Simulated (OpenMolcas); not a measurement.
# Fe²⁺ among point charges: CASSCF and CASPT2 levels and susceptibility

Aim: the splitting of the states of Fe²⁺ in the field of 4 point charges, its lowest levels with spin-orbit coupling and its magnetic susceptibility.

Program: OpenMolcas 26.06. Level of theory: state-averaged CASSCF and CASPT2, spin-orbit coupling by RASSI with atomic mean-field integrals. These are calculated values, not measurements, unless marked.

**1. The atom as given**

* Species: Fe²⁺ (iron, Z = 26, 24 electrons)
* Basis: ANO-RCC-VDZP [5s4p2d1f], 34 functions
* Scalar Hamiltonian: DKH2, point nucleus
* Inactive shells: 1s 2s 2p 3s 3p
* Active space: 6 electrons in 5 orbitals (3d)
* Some configurations of this space: 3d6
* Orbitals: optimised for each spin and parity, averaged over all roots

Outer shells as boxes (Hund's rule):

3d6
```
3d [↑↓][↑ ][↑ ][↑ ][↑ ]
```

The ion sits among 4 point charges of -2 e arranged as a square (D4h), 2 Å from the ion.

Each step is its own input file, run in one work folder so that later steps find the files of earlier ones. Labels, J, g values, rates, χT and fits are worked out afterwards by a script from the matrices that RASSI stores. The input lists half of the charges; inversion (Group=XYZ) makes the rest.

**2. GATEWAY and SEWARD: basis and integrals**

File a.inp:

```
&GATEWAY
Coord
1

Fe 0.0 0.0 0.0
Basis=ANO-RCC-VDZP
Group=XYZ
NoMove
AngMom=0.0 0.0 0.0
AMFI
XField
2 Angstrom 0
2.000000 0.000000 0.000000 -2.000000
0.000000 2.000000 0.000000 -2.000000
&SEWARD
```

Launch:

```
OMP_NUM_THREADS=1 MOLCAS_MEM=1689 MOLCAS_PROJECT=a pymolcas a.inp > a.log
```

**3. CASSCF: quintets of even parity, 5 roots**

File a.inp:

```
&RASSCF
FileOrb=start.orb
Symmetry=1
Spin=5
nActEl=6 0 0
Inactive=3 6
Ras2=5 0
CIRoot=5 5 1
SDav=5
CIMx=300
Iter=120 100
PrWF=0.3
OrbListing=Nothing
MaxOrb=0
>>> COPY $Project.JobIph JOB001
```

start.orb holds the contracted functions of the basis, ordered by shell, or the orbitals of the step before.

**4. CASSCF: triplets of even parity, 45 roots**

File a.inp:

```
&RASSCF
FileOrb=start.orb
Symmetry=1
Spin=3
nActEl=6 0 0
Inactive=3 6
Ras2=5 0
CIRoot=45 45 1
SDav=45
CIMx=300
Iter=120 100
PrWF=0.3
OrbListing=Nothing
MaxOrb=0
>>> COPY $Project.JobIph JOB002
```

**5. CASSCF: singlets of even parity, 50 roots**

File a.inp:

```
&RASSCF
FileOrb=start.orb
Symmetry=1
Spin=1
nActEl=6 0 0
Inactive=3 6
Ras2=5 0
CIRoot=50 50 1
SDav=50
CIMx=300
Iter=120 100
PrWF=0.3
OrbListing=Nothing
MaxOrb=0
>>> COPY $Project.JobIph JOB003
```

**6. RASSI: spin-orbit coupling between the states**

File a.inp:

```
&RASSI
NrOfJobIphs=3 5 45 50
1 2 3 4 5
1 2 3 4 5 6 7 8 9 10 11 12 13 14 15 16 17 18 19 20 21 22 23 24 25 26 27
28 29 30 31 32 33 34 35 36 37 38 39 40 41 42 43 44 45
1 2 3 4 5 6 7 8 9 10 11 12 13 14 15 16 17 18 19 20 21 22 23 24 25 26 27
28 29 30 31 32 33 34 35 36 37 38 39 40 41 42 43 44 45 46 47 48 49 50
IphNames
JOB001
JOB002
JOB003
EJob
SpinOrbit
DIPRint=1.0
SOCoupling=1000.0
Subsets=2
Property=9
'ANGMOM' 1 'ANGMOM' 2 'ANGMOM' 3 'MLTPL  1' 1 'MLTPL  1' 2 'MLTPL  1' 3
'AMFI' 1 'AMFI' 2 'AMFI' 3
SOProperty=3
'ANGMOM' 1 'ANGMOM' 2 'ANGMOM' 3
```

**7. CASPT2: IPEA 0.25, imaginary shift 0.1 (closed shells correlated: 3s 3p)**

File a.inp:

```
>>> COPY JOB001 $Project.JobIph
&CASPT2
Multistate=5 1 2 3 4 5
NoMult
Frozen=2 3
IPEA=0.25
Imaginary=0.1
MaxIter=60
WThr=0.0 0.3 0.05
PrWF=0.5
NoMix
>>> COPY JOB002 $Project.JobIph
&CASPT2
Multistate=45 1 2 3 4 5 6 7 8 9 10 11 12 13 14 15 16 17 18 19 20 21 22
23 24 25 26 27 28 29 30 31 32 33 34 35 36 37 38 39 40 41 42 43 44 45
NoMult
Frozen=2 3
IPEA=0.25
Imaginary=0.1
MaxIter=60
WThr=0.0 0.3 0.05
PrWF=0.5
NoMix
>>> COPY JOB003 $Project.JobIph
&CASPT2
Multistate=50 1 2 3 4 5 6 7 8 9 10 11 12 13 14 15 16 17 18 19 20 21 22
23 24 25 26 27 28 29 30 31 32 33 34 35 36 37 38 39 40 41 42 43 44 45 46
47 48 49 50
NoMult
Frozen=2 3
IPEA=0.25
Imaginary=0.1
MaxIter=60
WThr=0.0 0.3 0.05
PrWF=0.5
NoMix
```

(Steps that only read results are left out.)

What does the calculation give? Wanted: spin-free ground state; first state of the same spin within the active space; lowest level; next level.

As calculated:

| quantity | value |
| --- | --- |
| method | SS-CASPT2, IPEA 0.25, imaginary shift 0.1 (closed shells correlated: 3s 3p) |
| spin-free ground state | 5A1, 1-fold in its orbital part |
| first state of the same spin within the active space | 5E at 9510 cm⁻¹ |
| lowest level | 1-fold A1 |
| next level | 6.1 cm⁻¹ |
| χT at 300 K | 3.16 cm³ K/mol |
| effective moment at 300 K | 5.03 μB |

Cost by method:

| method | time of its own steps | time with the reference |
| --- | --- | --- |
| A. CASSCF | 23 s | 23 s |
| B. SS-CASPT2, IPEA 0.25, imaginary shift 0.1, +3s 3p | 7 s | 30 s |

Times are of one thread on a shared host.

What this shows: The spin-free ground state (5A1) comes to 100 % from free-ion D terms and keeps the highest spin of the shell. χT at 300 K is 3.16, against 3.01 cm³ K/mol for the spin alone; near agreement at one temperature doesn't show that the orbital moment is quenched. An active space of the d shell alone favours high spin; real ions in strong fields can be low spin. The field of point charges can differ much from that of real complexes. With metal d orbitals alone active, the gaps between spin states are rough; where two lie within a few thousand cm-1, their order is open. This is an electrostatic model: the charges have no orbitals.
